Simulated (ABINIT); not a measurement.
# Si in ABINIT: work function with PBE

Aim: the work function of Si with PBE.

All numbers are computed with ABINIT 10.8.3 (patched build); they aren't measurements. Logs are shortened: lines on timing, memory, paths and dates and some standing lists are left out, and cuts for length are marked. The log counts tension as positive stress, the text compression.

## Step 1: The sheet as given

The cell holds a sheet with vacuum, 2 atoms: a = 2.446 Å, b = 3.370 Å, c = 27.409 Å, α = 90.00°, β = 90.00°, γ = 90.00°.

The cell was built by a generator and needn't be a form met in nature.

## Step 2: Work function, PBE

run.abi

```
pp_dirpath "./"
pseudos "Si.GGA_PBE-JTH.xml"

acell 3*1.0 Angstrom
rprim
     2.4456700000     0.0000000000     0.0000000000
     0.0000000000     3.3704800000     0.0000000000
     0.0000000000     0.0000000000    27.4086300000
ntypat 1
znucl 14
natom 2
typat 1 1
xred
     0.0000000000     0.0000000000     0.3206400000
     0.5000000000     0.5000000000     0.2631200000
chkprim 0
chksymtnons 0
tolsym 1.0e-6

ecut 15.0
pawecutdg 30.0
pawxcdev 0

kptopt 1
ngkpt 11 8 1
nshiftk 1
shiftk 0.0 0.0 0.0

ixc 11

nband 8
occopt 3
tsmear 0.05 eV

nstep 120
tolvrs 1.0e-9
iprcel 45

iomode 3
prtwf 0
prteig 0
prtebands 0
prtvol 2
prtden 1
prtvha 1
prtvclmb 1
prtpot 1
```

Potentials or basis: JTH PAW PBE v2.0.

Started as:

```console
mpirun --bind-to none -np 4 abinit run.abi > log 2>&1
```

run.abo:

```text
.Version 10.8.3 of ABINIT
 Symmetries : space group Pm m n (# 59); Bravais oP (primitive ortho.)
================================================================================
 Values of the parameters that define the memory need of the present run
     intxc =       0    ionmov =       0      iscf =      17    lmnmax =       8
     lnmax =       4     mgfft =     192  mpssoang =       2    mqgrid =   12771
     natom =       2  nloc_mem =       2    nspden =       1   nspinor =       1
    nsppol =       1      nsym =       8    n1xccc =       1    ntypat =       1
    occopt =       3   xclevel =       2
       mpw =        4298          nfft =       82944          nkpt =          30
Pmy_natom=         1
 PAW method is used; the additional fine FFT grid is defined by:
   mgfftf=       256    nfftf =    196608
 For the susceptibility and dielectric matrices, or tddft :
   mgfft =       108  nbnd_in_blk=     4    nfft =     16200     npw =       257
================================================================================
================================================================================

--------------------------------------------------------------------------------
------------- Echo of variables that govern the present computation ------------
--------------------------------------------------------------------------------
 -outvars: echo values of preprocessed input variables --------
            acell      1.8897261259E+00  1.8897261259E+00  1.8897261259E+00 Bohr
              amu      2.80855000E+01
          chkprim           0
      chksymtnons           0
           diemix      1.00000000E+00
             ecut      1.50000000E+01 Hartree
           iprcel          45
              ixc          11
         kptrlatt       11    0    0      0    8    0      0    0    1
          kptrlen      5.08381114E+01
            natom           2
            nband           8
            ngfft          18      24     192
          ngfftdg          24      32     256
             nkpt          30
            nstep         120
             nsym           8
           ntypat           1
           occopt           3
        pawecutdg      3.00000000E+01 Hartree
         pawxcdev           0
        prtebands           0
           prteig           0
           prtpot           1
         prtvclmb           1
           prtvha           1
           prtvol           2
            prtwf           0
            rprim      2.4456700000E+00  0.0000000000E+00  0.0000000000E+00
                       0.0000000000E+00  3.3704800000E+00  0.0000000000E+00
                       0.0000000000E+00  0.0000000000E+00  2.7408630000E+01
          spgroup          59
           tolsym      1.00000000E-06
           tolvrs      1.00000000E-09
           tsmear      1.83746611E-03 Hartree
            typat      1  1
           useylm           1
           xangst      0.0000000000E+00  0.0000000000E+00  8.7883031232E+00
                       1.2228350000E+00  1.6852400000E+00  7.2117587256E+00
            xcart      0.0000000000E+00  0.0000000000E+00  1.6607486014E+01
                       2.3108232472E+00  3.1846420564E+00  1.3628248878E+01
             xred      0.0000000000E+00  0.0000000000E+00  3.2064000000E-01
                       5.0000000000E-01  5.0000000000E-01  2.6312000000E-01
            znucl       14.00000

================================================================================

 chkinp: Checking input parameters for consistency.

================================================================================
== DATASET  1 ==================================================================

--- !DatasetInfo
iteration_state: {dtset: 1, }
dimensions: {natom: 2, nkpt: 30, mband: 8, nsppol: 1, nspinor: 1, nspden: 1, mpw: 4298, }
cutoff_energies: {ecut:  15.0, pawecutdg:  30.0, }
electrons: {nelect:   8.00000000E+00, charge:   0.00000000E+00, occopt:   3.00000000E+00, tsmear:   1.83746611E-03, }
meta: {optdriver: 0, ionmov: 0, optcell: 0, iscf: 17, paral_kgb: 0, }
...

[... 170 lines left out ...]
  2.00E-11 1.94E-11 1.83E-11 1.95E-11 2.44E-12 2.56E-12 2.01E-10 1.96E-10
   0.1818  0.5000  0.0000    1  8.04985E-12 kpt; spin; max resid(k); each band:
  3.18E-12 8.05E-12 1.67E-12 1.60E-12 2.81E-12 2.78E-12 2.92E-12 3.10E-12
   0.2727  0.5000  0.0000    1  1.50716E-11 kpt; spin; max resid(k); each band:
  4.44E-12 1.51E-11 1.08E-12 9.23E-13 1.08E-12 1.08E-12 3.53E-12 3.75E-12
   0.3636  0.5000  0.0000    1  1.03999E-11 kpt; spin; max resid(k); each band:
  9.23E-12 1.04E-11 1.16E-12 1.16E-12 2.27E-12 2.26E-12 4.06E-12 4.07E-12
   0.4545  0.5000  0.0000    1  3.07069E-12 kpt; spin; max resid(k); each band:
  1.23E-12 9.32E-13 3.07E-12 3.06E-12 6.77E-13 6.76E-13 8.30E-13 8.43E-13
 reduced coordinates (array xred) for    2 atoms
       0.000000000000      0.000000000000      0.320640000000
       0.500000000000      0.500000000000      0.263120000000
 rms dE/dt=  1.6044E-01; max dE/dt=  2.7790E-01; dE/dt below (all hartree)
    1       0.000000000000      0.000000000000     -0.277895511634
    2       0.000000000000     -0.000000000000      0.277895511634

 cartesian coordinates (angstrom) at end:
    1      0.00000000000000     0.00000000000000     8.78830312320000
    2      1.22283500000000     1.68524000000000     7.21175872560000

 cartesian forces (hartree/bohr) at end:
    1     -0.00000000000000    -0.00000000000000     0.00536531638645
    2     -0.00000000000000     0.00000000000000    -0.00536531638645
 frms,max,avg= 3.0976669E-03 5.3653164E-03   0.000E+00  0.000E+00  0.000E+00 h/b

 cartesian forces (eV/Angstrom) at end:
    1     -0.00000000000000    -0.00000000000000     0.27589566144287
    2     -0.00000000000000     0.00000000000000    -0.27589566144287
 frms,max,avg= 1.5928843E-01 2.7589566E-01   0.000E+00  0.000E+00  0.000E+00 e/A
 length scales=  1.889726125908  1.889726125908  1.889726125908 bohr
              =  1.000000000000  1.000000000000  1.000000000000 angstroms
 Fermi (or HOMO) energy (hartree) =  -0.11022   Average Vxc (hartree)=  -0.08165
 Eigenvalues (hartree) for nkpt=  30  k points:
 kpt#   1, nband=  8, wtk=  0.01136, kpt=  0.0000  0.0000  0.0000 (reduced coord)
  -0.57854   -0.37354   -0.17848   -0.15859   -0.05703    0.02329    0.05252    0.05658
      occupation numbers for kpt#   1
   2.00000    2.00000    2.00000    2.00000    0.00000    0.00000    0.00000    0.00000
 kpt#   2, nband=  8, wtk=  0.02273, kpt=  0.0909  0.0000  0.0000 (reduced coord)
  -0.57120   -0.36633   -0.17154   -0.15182   -0.05181    0.03065    0.06005    0.06295
      occupation numbers for kpt#   2
   2.00000    2.00000    2.00000    2.00000    0.00000    0.00000    0.00000    0.00000
 kpt#   3, nband=  8, wtk=  0.02273, kpt=  0.1818  0.0000  0.0000 (reduced coord)
  -0.54924   -0.34483   -0.15078   -0.13151   -0.04926    0.01908    0.05482    0.08174
      occupation numbers for kpt#   3
   2.00000    2.00000    2.00000    1.99998    0.00000    0.00000    0.00000    0.00000
 kpt#   4, nband=  8, wtk=  0.02273, kpt=  0.2727  0.0000  0.0000 (reduced coord)
  -0.51283   -0.30944   -0.12843   -0.11669   -0.09770    0.01859    0.06255    0.09156
      occupation numbers for kpt#   4
   2.00000    2.00000    1.99990    1.94268    0.00219    0.00000    0.00000    0.00000
 kpt#   5, nband=  8, wtk=  0.02273, kpt=  0.3636  0.0000  0.0000 (reduced coord)
[... 88 lines left out ...]
  -0.44111   -0.44111   -0.21384   -0.21384   -0.00348   -0.00348    0.08841    0.08841
      occupation numbers for kpt#  27
   2.00000    2.00000    2.00000    2.00000    0.00000    0.00000    0.00000    0.00000
 kpt#  28, nband=  8, wtk=  0.02273, kpt=  0.2727  0.5000  0.0000 (reduced coord)
  -0.40534   -0.40534   -0.17905   -0.17905   -0.02232   -0.02231    0.02935    0.02935
      occupation numbers for kpt#  28
   2.00000    2.00000    2.00000    2.00000    0.00000    0.00000    0.00000    0.00000
 kpt#  29, nband=  8, wtk=  0.02273, kpt=  0.3636  0.5000  0.0000 (reduced coord)
  -0.35601   -0.35601   -0.13187   -0.13187   -0.12058   -0.12057    0.05161    0.05162
      occupation numbers for kpt#  29
   2.00000    2.00000    1.99998    1.99998    1.99289    1.99289    0.00000    0.00000
 kpt#  30, nband=  8, wtk=  0.02273, kpt=  0.4545  0.5000  0.0000 (reduced coord)
  -0.29594   -0.29594   -0.20754   -0.20753   -0.06986   -0.06986    0.00114    0.00114
      occupation numbers for kpt#  30
   2.00000    2.00000    2.00000    2.00000    0.00000    0.00000    0.00000    0.00000
 Total charge density [el/Bohr^3]
)     Maximum=    6.8631E-02  at reduced coord.    0.6667    0.0000    0.3242
)Next maximum=    6.8631E-02  at reduced coord.    0.3333    0.0000    0.3242
)     Minimum=   -3.1695E-02  at reduced coord.    0.5000    0.5000    0.2617
)Next minimum=   -3.1336E-02  at reduced coord.    0.0000    0.0000    0.3203
   Integrated=    8.0000E+00

--- !EnergyTerms
iteration_state     : {dtset: 1, }
comment             : Components of total free energy in Hartree
kinetic             :  2.92242850018042E+00
hartree             :  4.39059241706811E+01
xc                  : -4.73979055371872E+00
Ewald energy        :  3.76738697235430E+01
psp_core            :  4.96611531562760E-02
local_psp           : -9.14457846887357E+01
PAW spherical_terms :  3.72080233218796E+00
internal            : -7.91288936270571E+00
'-kT*entropy'       : -2.68703974832979E-04
total_energy        : -7.91315806668055E+00
total_energy_eV     : -2.15328000577945E+02
...

--- !EnergyTermsDC
iteration_state     : {dtset: 1, }
comment             : '"Double-counting" decomposition of free energy'
band_energy         : -2.34288765640364E+00
Ewald energy        :  3.76738697235430E+01
psp_core            :  4.96611531562760E-02
xc_dc               : -4.52949131348884E+01
PAW spherical_terms :  2.00138874089960E+00
internal            : -7.91288117369317E+00
'-kT*entropy'       : -2.68703974832979E-04
total_energy_dc     : -7.91314987766801E+00
total_energy_dc_eV  : -2.15327777743561E+02
...

--- !EnergyTermsWithPAWCore
iteration_state     : {dtset: 1, }
comment             : 'Components of total free energy, including PAW core contributions'
Total energy        : -5.80011481266827E+02
Total energy DC     : -5.80011473077814E+02
Total energy (eV)   : -1.57829164438552E+04
Total energy DC (eV): -1.57829162210208E+04
...

 Cartesian components of stress tensor (hartree/bohr^3)
  sigma(1 1)= -1.63559253E-05  sigma(3 2)=  0.00000000E+00
  sigma(2 2)=  6.13561080E-06  sigma(3 1)=  0.00000000E+00
  sigma(3 3)= -1.08316002E-05  sigma(2 1)=  0.00000000E+00

-Cartesian components of stress tensor (GPa)         [Pressure=  2.0646E-01 GPa]
- sigma(1 1)= -4.81207936E-01  sigma(3 2)=  0.00000000E+00
- sigma(2 2)=  1.80515902E-01  sigma(3 1)=  0.00000000E+00
- sigma(3 3)= -3.18676679E-01  sigma(2 1)=  0.00000000E+00

== END DATASET(S) ==============================================================
================================================================================

 -outvars: echo values of variables after computation  --------
            acell      1.8897261259E+00  1.8897261259E+00  1.8897261259E+00 Bohr
           etotal     -7.9131498777E+00
            fcart     -0.0000000000E+00 -6.3413215099E-29  5.3653163864E-03
                      -0.0000000000E+00  6.3413215099E-29 -5.3653163864E-03
            rprim      2.4456700000E+00  0.0000000000E+00  0.0000000000E+00
                       0.0000000000E+00  3.3704800000E+00  0.0000000000E+00
                       0.0000000000E+00  0.0000000000E+00  2.7408630000E+01
           strten     -1.6355925287E-05  6.1356107961E-06 -1.0831600172E-05
                       0.0000000000E+00  0.0000000000E+00  0.0000000000E+00
           xangst      0.0000000000E+00  0.0000000000E+00  8.7883031232E+00
                       1.2228350000E+00  1.6852400000E+00  7.2117587256E+00
             xred      0.0000000000E+00  0.0000000000E+00  3.2064000000E-01
                       5.0000000000E-01  5.0000000000E-01  2.6312000000E-01
 Calculation completed.
```

Wall time 21 s (4 MPI ranks of Arm Neoverse V2, shared host); peak memory 0.52 GiB.

Results:

| Property | Result |
| --- | --- |
| Free energy | -215.3278 eV |
| Largest force | 0.276 eV/Å |
| Band gap on the k mesh | none (metal or under the smearing width) |
| Valence electrons inside the program's atomic spheres | Si 1.49, 1.48 (radii [1.0104] Å) |
| Work function | 4.81 eV |

Forces in eV/Å, atoms in the order of the input:
```
Si   0.000  0.000  0.276
Si   0.000  0.000 -0.276
```

Levels at points of the mesh, in eV from the Fermi level:
| k point | band 2 | band 3 | band 4 | band 5 | band 6 | band 7 |
| --- | --- | --- | --- | --- | --- | --- |
| (0.00, 0.00, 0.00) | -7.17 | -1.86 | -1.32 | 1.45 | 3.63 | 4.43 |
| (0.00, 0.50, 0.00) | -9.79 | -3.58 | -3.58 | 2.18 | 2.18 | 6.83 |
